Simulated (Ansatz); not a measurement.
# ClFH4W: molecular dynamics

Purpose: to follow the molecule's vibrations and see whether its bonds hold. The start is relaxed first. Runs: 300 steps of 0.5 fs at constant energy, with velocities drawn for 200 K.

Program: Ansatz 0.2.0. Level of theory: RHF/def2-SVP. These are calculated values, not measurements.

## (1) The system as given

Bond lengths: W1–Cl2 2.390 Å, W1–H3 1.720 Å, W1–F4 1.850 Å, W1–H5 1.720 Å, W1–H6 1.720 Å, W1–H7 1.720 Å. Angles (14 of 15 angles, heavy atoms first): Cl2–W1–F4 90.0°, Cl2–W1–H3 90.0°, Cl2–W1–H5 90.0°, Cl2–W1–H6 90.0°, Cl2–W1–H7 180.0°, H3–W1–F4 90.0°, F4–W1–H5 90.0°, F4–W1–H6 180.0°, F4–W1–H7 90.0°, H3–W1–H5 180.0°, H3–W1–H6 90.0°, H3–W1–H7 90.0°, H5–W1–H6 90.0°, H5–W1–H7 90.0°.

As a file:

```xyz
7

W     0.0000    0.0000    0.0000
Cl    0.0000    0.0000    2.3900
H     1.7200    0.0000    0.0000
F     0.0000    1.8500    0.0000
H    -1.7200    0.0000    0.0000
H     0.0000   -1.7200    0.0000
H     0.0000    0.0000   -1.7200
```

## (2) Relaxing the start

Contents of input.yaml:

```yaml
crystal:
  periodic: [false, false, false]
  atoms:
    - { symbol: W, position_ang: [0.0, 0.0, 0.0] }
    - { symbol: Cl, position_ang: [0.0, 0.0, 2.39] }
    - { symbol: H, position_ang: [1.72, 0.0, 0.0] }
    - { symbol: F, position_ang: [0.0, 1.85, 0.0] }
    - { symbol: H, position_ang: [-1.72, 0.0, 0.0] }
    - { symbol: H, position_ang: [0.0, -1.72, 0.0] }
    - { symbol: H, position_ang: [0.0, 0.0, -1.72] }
basis:
  gaussian: { orbitals: def2-SVP }
hamiltonian:
  xc: hf
relax:
  f_tol: 0.02
  max_steps: 40
output:
  orbitals: {}
```

The run is started by

```
ansatz run input.yaml --threads 1 --pin off --max-ram 2048MiB --backend cpu --events-out ev --progress --plain --runs-dir out
```

After this run come: The run.

**Question.** What will these runs give? Wanted: relaxation of the start; temperature, first and last step; temperature, second half; potential energy, second half; largest change of the total energy; bonds formed or broken; pieces by a distance rule, start and end.

As calculated:

| quantity | value |
| --- | --- |
| relaxation of the start | 9 moves, 3.491 eV lower |
| length | 300 steps of 0.5 fs |
| temperature, first and last step | 200 and 483 K |
| temperature, second half | mean 413 K, from 164 to 618 K |
| potential energy, second half | -20 meV/atom from the start |
| largest change of the total energy | 0.07 meV/atom |
| bonds formed or broken | 1 |
| pieces by a distance rule, start and end | ClFH4W → ClFH4W |

The temperature starts at 200 K and averages 413 K in the second half, where it ranges from 164 to 618 K; the forces at the start vanish, yet the potential energy falls by 20 meV/atom, so the start was an unstable point that the random velocities left. The total energy strays from its start by at most 0.07 meV/atom, 0.3 % of the mean kinetic energy, which is good for a step of 0.5 fs. Bonds change: the first event comes at 99.5 fs (H3–H7 forms). A run of 150 fs with 7 atoms shows the motion but fixes no equilibrium value. The nuclei move classically, without zero-point motion, which matters most for hydrogen.
